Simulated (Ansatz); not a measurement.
# AlGeH₃O₂: basis-set convergence

An exercise on one series of results from a longer session: the logs are not shown, and one member is left open.

The runs use Ansatz 0.2.0, Gaussian basis; one geometry, several basis sets.

The runs, in order: PBE0-D4/def2-SVP; ωB97M-V/def2-SVP; PBE0-D4/def2-QZVPP; ωB97M-V/def2-QZVPP; the functionals' def2-TZVPP values are taken from earlier runs.

### Structure used throughout

All runs share one geometry, relaxed beforehand with PBE0-D4 in a triple-zeta def2 set.

SMILES `[OH][GeH]1[O][AlH]1`, 7 atoms, charge 0, spin multiplicity 1.

Atoms are counted from 1 here; the program's logs count them from 0.

Bond lengths: O1–Ge2 1.778 Å, O1–H5 0.960 Å, Ge2–O3 1.872 Å, Ge2–Al4 2.339 Å, Ge2–H6 1.539 Å, O3–Al4 1.703 Å, Al4–H7 1.576 Å. Angles: Ge2–O1–H5 112.7°, O1–Ge2–O3 110.9°, O1–Ge2–Al4 126.2°, O1–Ge2–H6 101.2°, O3–Ge2–Al4 46.1°, O3–Ge2–H6 110.9°, Al4–Ge2–H6 131.2°, Ge2–O3–Al4 81.6°, Ge2–Al4–O3 52.3°, Ge2–Al4–H7 169.9°, O3–Al4–H7 137.7°.

Set-up of the first run:

in.yaml reads:

```yaml
crystal:
  periodic: [false, false, false]
  atoms:
    - {symbol: O, position_ang: [-1.596943, 1.260124, 0.019799]}
    - {symbol: Ge, position_ang: [0.068096, 0.725572, 0.342687]}
    - {symbol: O, position_ang: [0.114250, -1.094376, 0.777067]}
    - {symbol: Al, position_ang: [1.126406, -1.139753, -0.591896]}
    - {symbol: H, position_ang: [-1.991131, 0.812488, -0.731987]}
    - {symbol: H, position_ang: [0.428750, 1.590668, 1.563913]}
    - {symbol: H, position_ang: [1.911873, -2.222823, -1.425383]}
basis:
  gaussian: {orbitals: def2-SVP}
hamiltonian: {xc: pbe0, dispersion: d4}
output: {orbitals: {seedname: orbitals}}
```

Run with:

```console
$ ansatz run in.yaml --threads 2 --pin off --events-out ev --progress --plain --max-ram 4352MiB
```

Steps of the session up to this table: PBE0-D4 in def2-SVP; ωB97M-V in def2-SVP; PBE0-D4 in def2-QZVPP; ωB97M-V in def2-QZVPP.

One table of the session follows, with a row left open; its other results are not shown here.

It belongs to the step «Functionals by basis». 

```
functional       basis  HOMO (eV)  LUMO (eV)
   PBE0-D4    def2-SVP      -6.40      -1.50
   PBE0-D4  def2-TZVPP          ?          ?
   PBE0-D4  def2-QZVPP      -6.51      -1.73
   ωB97M-V    def2-SVP      -8.39       0.27
   ωB97M-V  def2-TZVPP      -8.49      -0.01
   ωB97M-V  def2-QZVPP      -8.53      -0.23
```

Estimate the missing values for PBE0-D4, def2-TZVPP.

The run gave: HOMO (eV): -6.48; LUMO (eV): -1.67. In the column «HOMO (eV)» it lies between PBE0-D4, def2-QZVPP (-6.51) and PBE0-D4, def2-SVP (-6.40).
